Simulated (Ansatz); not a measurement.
# CH4BGa: how energies converge with the basis set

The task here is to estimate one member of a computed series from the others.

Method: one geometry, several basis sets; program: Ansatz 0.2.0, Gaussian basis.

The runs, in order: PBE0-D4/def2-SVP; ωB97M-V/def2-SVP; PBE0-D4/def2-QZVPP; ωB97M-V/def2-QZVPP; the functionals' def2-TZVPP values are taken from earlier runs.

### The relaxed structure

An earlier PBE0-D4 in a triple-zeta def2 set relaxation fixed the geometry.

7 atoms, charge 0, spin multiplicity 1.

Atoms are counted from 1 here; the program's logs count them from 0.

Bond lengths: B1–C2 1.496 Å, B1–H4 1.202 Å, B1–H7 1.202 Å, C2–Ga3 2.099 Å, C2–H5 1.097 Å, C2–H6 1.097 Å. Angles: C2–B1–H4 120.9°, C2–B1–H7 120.9°, H4–B1–H7 118.1°, B1–C2–Ga3 108.3°, B1–C2–H5 119.1°, B1–C2–H6 119.1°, Ga3–C2–H5 96.6°, Ga3–C2–H6 96.6°, H5–C2–H6 111.6°.

Geometry (Å):

```
atom    x (Å)    y (Å)    z (Å)
  B1  -0.6458  -0.4257  -0.5539
  C2   0.1716   0.4876   0.3047
 Ga3   1.9367  -0.5150   0.8369
  H4  -1.4117  -1.2119  -0.0632
  H5  -0.1646   0.7022   1.3270
  H6   0.6553   1.3598  -0.1531
  H7  -0.4804  -0.4650  -1.7441
```

Set-up of the first run:

in.yaml reads:

```yaml
crystal:
  periodic: [false, false, false]
  atoms:
    - {symbol: B, position_ang: [-0.645779, -0.425678, -0.553909]}
    - {symbol: C, position_ang: [0.171649, 0.487555, 0.304691]}
    - {symbol: Ga, position_ang: [1.936691, -0.515015, 0.836918]}
    - {symbol: H, position_ang: [-1.411669, -1.211850, -0.063169]}
    - {symbol: H, position_ang: [-0.164611, 0.702185, 1.327037]}
    - {symbol: H, position_ang: [0.655340, 1.359822, -0.153051]}
    - {symbol: H, position_ang: [-0.480421, -0.465019, -1.744117]}
basis:
  gaussian: {orbitals: def2-SVP}
hamiltonian: {xc: pbe0, dispersion: d4}
output: {orbitals: {seedname: orbitals}}
```

Command:

```bash
$ ansatz run in.yaml --threads 2 --pin off --events-out ev --progress --plain --max-ram 4352MiB
```

Steps of the session up to this table: PBE0-D4 in def2-SVP; ωB97M-V in def2-SVP; PBE0-D4 in def2-QZVPP; ωB97M-V in def2-QZVPP.

One table of the session follows, with a row left open; its other results are not shown here.

It belongs to the step «Density functionals: the series». 

```
functional       basis  HOMO (eV)  LUMO (eV)
   PBE0-D4    def2-SVP      -6.26      -1.91
   PBE0-D4  def2-TZVPP      -6.26      -1.91
   PBE0-D4  def2-QZVPP      -6.27      -1.94
   ωB97M-V    def2-SVP      -8.24      -0.12
   ωB97M-V  def2-TZVPP          ?          ?
   ωB97M-V  def2-QZVPP      -8.28      -0.28
```

**Question.** Estimate the row for ωB97M-V, def2-TZVPP.

The run gave: HOMO (eV): -8.25; LUMO (eV): -0.15. In the column «HOMO (eV)» it lies between ωB97M-V, def2-QZVPP (-8.28) and ωB97M-V, def2-SVP (-8.24).
